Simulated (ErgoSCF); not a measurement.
# One shape, several levels: SbHF2 (SMILES [F][SbH][F])

Wanted: a comparison of 4 runs (HF/STO-3G, HF/3-21G, PBE/STO-3G, HSE(Ergo)/3-21G) of SbHF2. 

The calculation is run with ErgoSCF 3.8.

3 further runs of the same task are left out: 3 that didn't finish.

## Step 1: The structure to begin with

SbHF2: 4 atoms, total charge 0, spin state singlet. SMILES: `[F][SbH][F]`. The shape comes from GFN2-xTB, which is rough for such elements, and wasn't checked as a minimum.

Bond lengths: F1–Sb2 1.980 Å, Sb2–F3 1.981 Å, Sb2–H4 1.688 Å. Angles: F1–Sb2–F3 90.9°, F1–Sb2–H4 86.9°, F3–Sb2–H4 86.6°.

## Step 2: A single-point energy at HF/STO-3G (run 1)

File geom.xyz:

```xyz
4

F      1.134010    -0.661370     0.941630
Sb    -0.664880    -0.498820     0.129900
F     -0.589800     1.474540     0.281750
H      0.120670    -0.314360    -1.353290
```

File ergo.in:

```
set_nthreads(1)
basis = "STO-3G"
scf.use_diagonalization = 1
scf.output_mulliken_pop = 1
scf.max_number_of_iterations = 120
tmpdir = "."
molecule "geom.xyz"
run "HF"
```

The basis set STO-3G is read from a file made from the Basis Set Exchange's data (not shown).

The run is started by

```console
$ ergo < ergo.in
```

The program printed:

```text
[...]
INSC SCF_general constructor, number of basis functions: 38
[...]
INSC Energy   1 =      -6758.55110123744
[...]
INDE E_LUMO =          0.26467590788
[...]
INSC Energy  12 =      -6447.97499269523  ( diff     -0.000000000012733 )
[...]
RESC CONVERGED after  12 iterations.
RESC FINAL ENERGY:      -6447.97499269523
[...]
INSC SCF: dipole_moment_x [atomic units] =      -0.41581639
INSC SCF: dipole_moment_y [atomic units] =      -0.41051857
INSC SCF: dipole_moment_z [atomic units] =      -0.23328507
[...]
```

Wall time 4.5 s (1 thread of Arm Neoverse V2, shared host); peak memory 0.26 GiB.

## Step 3: The energy at HF/3-21G (run 2)

File molecule.xyz:

```xyz
4

F      1.134010    -0.661370     0.941630
Sb    -0.664880    -0.498820     0.129900
F     -0.589800     1.474540     0.281750
H      0.120670    -0.314360    -1.353290
```

File job.ego:

```
set_nthreads(1)
molecule "molecule.xyz"
basis = "3-21G"
scf.output_mulliken_pop = 1
tmpdir = "."
scf.use_diagonalization = 1
charge = 0
scf.max_number_of_iterations = 120
run "HF"
```

The basis set 3-21G is read from a file made from the Basis Set Exchange's data (not shown).

The run is started by

```console
$ ergo job.ego
```

The program printed:

```text
[...]
INSC SCF_general constructor, number of basis functions: 51
[...]
INSC Energy   1 =      -5398.56916060476
[...]
INDE E_LUMO =          0.06112377836
[...]
INSC Energy  18 =      -6484.06572972726  ( diff      0.000000000009095 )
[...]
RESC CONVERGED after  18 iterations.
RESC FINAL ENERGY:      -6484.06572972726
[...]
INSC SCF: dipole_moment_x [atomic units] =      -1.29702264
INSC SCF: dipole_moment_y [atomic units] =      -1.21371793
INSC SCF: dipole_moment_z [atomic units] =      -0.52844443
[...]
```

Run time: 7.8 s. Hardware: 1 thread of Arm Neoverse V2, shared host; peak memory 0.26 GiB.

## Step 4: A single-point energy at PBE/STO-3G (run 3)

Changes to molecule.xyz since step 3:

```diff
@@ -1,3 +1,3 @@
 4
-
+F2HSb
 F      1.134010    -0.661370     0.941630
```

File input.ego:

```
set_nthreads("env")
molecule "molecule.xyz"
XC.type = "HiCu"
tmpdir = "."
basis = "STO-3G"
scf.max_number_of_iterations = 80
scf.output_mulliken_pop = 1
charge = 0
scf.starting_guess_disturbance = 0.2
run "PBE"
```

The basis set STO-3G is read from a file made from the Basis Set Exchange's data (not shown).

The run is started by

```console
$ ergo < input.ego
```

The program printed:

```text
[...]
INDF Weighted mixed functional:
[...]
INSC Energy   1 =      -6666.17215251750
[...]
INDE PURIFICATION CONVERGED after 46 iterations
[...]
INDE PURIFICATION CONVERGED after 25 iterations
[...]
INDE PURIFICATION CONVERGED after 29 iterations
[...]
INDE PURIFICATION CONVERGED after 29 iterations
[...]
INDE E(LUMO) - E(HOMO) <=          0.19016702953 =          5.17470851664 eV
[...]
INSC Energy  18 =      -6449.97685900165  ( diff      0.000000000040018 )
[...]
RESC CONVERGED after  18 iterations.
RESC FINAL ENERGY:      -6449.97685900165
[...]
INSC SCF: dipole_moment_x [atomic units] =      -0.08862947
INSC SCF: dipole_moment_y [atomic units] =      -0.11491687
INSC SCF: dipole_moment_z [atomic units] =      -0.13368769
[...]
```

It took 11 s on 1 thread of Arm Neoverse V2, shared host; peak memory 0.26 GiB.

## Step 5: The excited states at HSE(Ergo)/3-21G (run 4)

File job.ego:

```
# single point, F2HSb
set_nthreads("env")
tmpdir = "."
basis = "3-21G"
scf.output_mulliken_pop = 1
XC.type = "LMG"
lr.max_iterations = 30
scf.max_number_of_iterations = 100
molecule_inline Angstrom
F      1.134010    -0.661370     0.941630
Sb    -0.664880    -0.498820     0.129900
F     -0.589800     1.474540     0.281750
H      0.120670    -0.314360    -1.353290
EOF
get_excited_state "HSE" 5
```

The run is started by

```console
$ ergo < job.ego
```

The program printed:

```text
[...]
INSC SCF_general constructor, number of basis functions: 51
[...]
INSC Energy   1 =      -5410.74238819626
[...]
INDE PURIFICATION CONVERGED after 33 iterations
[...]
INDE PURIFICATION CONVERGED after 34 iterations
[...]
INDE PURIFICATION CONVERGED after 36 iterations
[...]
INDE PURIFICATION CONVERGED after 36 iterations
[...]
INDE E(LUMO) - E(HOMO) <=          0.26303341100 =          7.15750377640 eV
[...]
INSC Energy  17 =      -6487.54412867272  ( diff      0.000000000013642 )
[...]
RESC CONVERGED after  17 iterations.
RESC FINAL ENERGY:      -6487.54412867272
[...]
INSC SCF: dipole_moment_x [atomic units] =      -0.98365666
INSC SCF: dipole_moment_y [atomic units] =      -0.92729137
INSC SCF: dipole_moment_z [atomic units] =      -0.42243815
[...]
```

Standard output:

```text
Inline main molecule with 4 atoms.
Step  1: ssize:  10 |r|=    0.0669054 shift=  0.192618
Step  2: ssize:  20 |r|=    0.0215108 shift=  0.188980
Step  3: ssize:  30 |r|=   0.00913146 shift=  0.188449
Step  4: ssize:  40 |r|=     0.002822 shift=  0.188349
Step  5: ssize:  50 |r|=   0.00100629 shift=  0.188342
Step  6: ssize:  60 |r|=   0.00119546 shift=  0.230798
STATE 1 TRANSITION MOMENT:             0.293179 ENERGY             5.125018 eV
STATE 2 TRANSITION MOMENT:            0.0890607 ENERGY             5.674269 eV
STATE 3 TRANSITION MOMENT:            0.0938669 ENERGY             6.161179 eV
STATE 4 TRANSITION MOMENT:            0.0579231 ENERGY             6.280323 eV
STATE 5 TRANSITION MOMENT:            -0.131039 ENERGY             6.298007 eV
STATE 1 TRANSITION MOMENT:            -0.363971 ENERGY             5.125018 eV
STATE 2 TRANSITION MOMENT:             0.252168 ENERGY             5.674269 eV
STATE 3 TRANSITION MOMENT:             0.130468 ENERGY             6.161179 eV
STATE 4 TRANSITION MOMENT:           -0.0616397 ENERGY             6.280323 eV
STATE 5 TRANSITION MOMENT:             0.152799 ENERGY             6.298007 eV
STATE 1 TRANSITION MOMENT:             0.104597 ENERGY             5.125018 eV
STATE 2 TRANSITION MOMENT:             0.609312 ENERGY             5.674269 eV
STATE 3 TRANSITION MOMENT:             0.135731 ENERGY             6.161179 eV
STATE 4 TRANSITION MOMENT:            -0.277197 ENERGY             6.280323 eV
STATE 5 TRANSITION MOMENT:           -0.0710552 ENERGY             6.298007 eV
Eigenvalue  1:     0.188340928 Tran.Mom.:     0.478925263
Eigenvalue  2:     0.208525538 Tran.Mom.:     0.665418797
Eigenvalue  3:     0.226419134 Tran.Mom.:     0.210370507
Eigenvalue  4:     0.230797612 Tran.Mom.:     0.289814956
Eigenvalue  5:     0.231447472 Tran.Mom.:      0.21346547
```

Run time: 24 s. Hardware: 1 thread of Arm Neoverse V2, shared host; peak memory 0.26 GiB.

The roots found:

| excited state | energy (eV) | strength |
| --- | --- | --- |
| 1 | 5.125 | 0.0288 |
| 2 | 5.674 | 0.0616 |
| 3 | 6.161 | 0.0067 |
| 4 | 6.280 | 0.0129 |
| 5 | 6.298 | 0.0070 |

## Step 6: Overview of the runs

| run | level | solver | iteration cap | energy (Eh) | dipole moment (D) | wall time |
| --- | --- | --- | --- | --- | --- | --- |
| 1 | HF/STO-3G | diagonalisation | 120 | -6447.974993 | 1.60 | 4.5 s |
| 2 | HF/3-21G | diagonalisation | 120 | -6484.065730 | 4.71 | 7.8 s |
| 3 | PBE/STO-3G | purification | 80 | -6449.976859 | 0.50 | 11 s |
| 4 | HSE(Ergo)/3-21G | purification | 100 | -6487.544129 | 3.60 | 24 s |

## Step 7: Summary of results

| quantity | value |
| --- | --- |
| run 4: total energy | -6487.54413 Eh |
| run 4: dipole moment | 3.60 D |
| run 4: lowest excitation energy | 5.13 eV |

In words: The dipole moment (its size) runs from 0.50 D (PBE/STO-3G) to 4.71 D (HF/3-21G). The two ends differ in method and basis. Totals of different functionals can't be ranked against each other. In runs 1, 3 the basis is minimal, so the values are rough. In runs 1, 2, 3, 4 relativity is left out where basis or elements ask for it. All runs together took 47 s, the longest 24 s.
